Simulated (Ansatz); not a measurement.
# CH4AlBrO: small, medium and large basis sets

One table from this session's results is given with a row withheld; the runs are named, their logs left out.

Method: one geometry, several basis sets; program: Ansatz 0.2.0, Gaussian basis.

The runs, in order: PBE0-D4/def2-SVP; ωB97M-V/def2-SVP; PBE0-D4/def2-QZVPP; ωB97M-V/def2-QZVPP; the functionals' def2-TZVPP values are taken from earlier runs.

### The geometry

An earlier PBE0-D4 in a triple-zeta def2 set relaxation fixed the geometry.

SMILES `C[O][AlH][Br]`, 8 atoms, charge 0, spin multiplicity 1.

Atoms are counted from 1 here; the program's logs count them from 0.

Bond lengths: C1–O2 1.400 Å, C1–H5 1.094 Å, C1–H6 1.094 Å, C1–H7 1.096 Å, O2–Al3 1.672 Å, Al3–Br4 2.257 Å, Al3–H8 1.564 Å. Angles: O2–C1–H5 109.8°, O2–C1–H6 109.8°, O2–C1–H7 112.3°, H5–C1–H6 108.1°, H5–C1–H7 108.4°, H6–C1–H7 108.4°, C1–O2–Al3 136.8°, O2–Al3–Br4 118.8°, O2–Al3–H8 119.7°, Br4–Al3–H8 121.6°.

The first run:

Contents of in.yaml:

```yaml
crystal:
  periodic: [false, false, false]
  atoms:
    - {symbol: C, position_ang: [-0.838008, 0.779690, 0.578975]}
    - {symbol: O, position_ang: [0.367951, 0.069363, 0.585206]}
    - {symbol: Al, position_ang: [1.198346, -0.931740, -0.465722]}
    - {symbol: Br, position_ang: [0.293607, -1.375805, -2.484654]}
    - {symbol: H, position_ang: [-1.478457, 0.431040, 1.394766]}
    - {symbol: H, position_ang: [-0.641560, 1.844974, 0.733040]}
    - {symbol: H, position_ang: [-1.384741, 0.662127, -0.363340]}
    - {symbol: H, position_ang: [2.574962, -1.536750, -0.033971]}
basis:
  gaussian: {orbitals: def2-SVP}
hamiltonian: {xc: pbe0, dispersion: d4}
output: {orbitals: {seedname: orbitals}}
```

Steps of the session up to this table: PBE0-D4 in def2-SVP; ωB97M-V in def2-SVP; PBE0-D4 in def2-QZVPP; ωB97M-V in def2-QZVPP.

One of the session's tables, all rows but one given; the rest of the session is left out.

It belongs to the step «Functionals by basis». 

| functional | basis | HOMO (eV) |
| --- | --- | --- |
| PBE0-D4 | def2-SVP | -8.31 |
| PBE0-D4 | def2-TZVPP | ? |
| PBE0-D4 | def2-QZVPP | -8.44 |
| ωB97M-V | def2-SVP | -10.60 |
| ωB97M-V | def2-TZVPP | -10.76 |
| ωB97M-V | def2-QZVPP | -10.78 |

Estimate the missing values for PBE0-D4, def2-TZVPP.

**Answer.** HOMO (eV): -8.42. In the column «HOMO (eV)» it lies between PBE0-D4, def2-QZVPP (-8.44) and PBE0-D4, def2-SVP (-8.31).
